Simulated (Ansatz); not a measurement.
# Ge2SbO4: the cost of one run

Program: Ansatz 0.2.0. Level of theory: DFT PBE, scalar-relativistic, plane waves, PAW, unless a step names another level. These are calculated values, not measurements.

3 further runs of the same task are left out: 2 that didn't finish, 1 set aside as unsound or not needed.

## Step 1: The system as given

It takes space group P-3m1 (No. 164, trigonal). The conventional cell has a = 2.955 Å, b = 2.955 Å, c = 16.245 Å, α = 90.00°, β = 90.00°, γ = 120.00°. Ge (site symmetry 3m) has 6 O at 1.96 Å as nearest neighbours. Sb (site symmetry -3m) has 6 Sb at 2.95 Å as nearest neighbours. O (site symmetry 3m) is surrounded by 3 Ge at 1.96 Å.

Coordinates:

```cif
data_structure
_symmetry_space_group_name_H-M 'P 1'
_symmetry_Int_Tables_number 1
_cell_length_a 2.9547
_cell_length_b 2.9547
_cell_length_c 16.2447
_cell_angle_alpha 90.000
_cell_angle_beta 90.000
_cell_angle_gamma 120.000
_cell_volume 122.82
loop_
_atom_site_label
_atom_site_type_symbol
_atom_site_fract_x
_atom_site_fract_y
_atom_site_fract_z
_atom_site_occupancy
Ge1 Ge 0.33333 0.66667 0.32172 1
Ge2 Ge 0.66667 0.33333 0.67828 1
Sb1 Sb 0.00000 0.00000 0.00000 1
O1 O 0.66667 0.33333 0.26223 1
O2 O 0.00000 0.00000 0.38060 1
O3 O 0.00000 0.00000 0.61940 1
O4 O 0.33333 0.66667 0.73777 1
```

It came out lowest among 34 distinct ends of the trial cells. At a tolerance of 0.05 Å it has space group P-3m1 (No. 164).

## Step 2: Relaxing to 0.001 eV/Å, on the response runs' mesh and smearing

input.yaml reads:

```yaml
crystal:
  lattice:
    - [2.9546883604, 0.0, 0.0]
    - [-1.4773441802, 2.5588351804, 0.0]
    - [0.0, 0.0, 16.2447241907]
  atoms:
    - { symbol: Ge, position: [0.3333333333, 0.6666666667, 0.3217249549] }
    - { symbol: Ge, position: [0.6666666667, 0.3333333333, 0.6782750451] }
    - { symbol: Sb, position: [0.0, 0.0, 0.0] }
    - { symbol: O, position: [0.6666666667, 0.3333333333, 0.2622258677] }
    - { symbol: O, position: [0.0, 0.0, 0.3806000796] }
    - { symbol: O, position: [0.0, 0.0, 0.6193999204] }
    - { symbol: O, position: [0.3333333333, 0.6666666667, 0.7377741323] }
basis:
  ecutwfc: 420
kpoints:
  mp_grid: { grid: [12, 12, 2] }
hamiltonian:
  xc: pbe
scf:
  occupations: { method: gaussian, width: 0.1 }
output:
  forces: true
  stress: true
  eigenvalues: true
relax:
  adjacent_minimum: "off"
  f_tol: 0.001
  max_steps: 60
  cell: { stress_tol: 0.01 }
```

The run is started by

```sh
ansatz run input.yaml --threads 3 --pin off --max-ram 7680MiB --backend cpu --events-out ev --progress --plain --runs-dir out
```

**Question.** How long does this run take on 3 threads of Intel Xeon at 2.50GHz (Skylake/Cascade Lake), shared host, and how much memory does it need?

About 2 min, with a peak of 0.57 GiB.
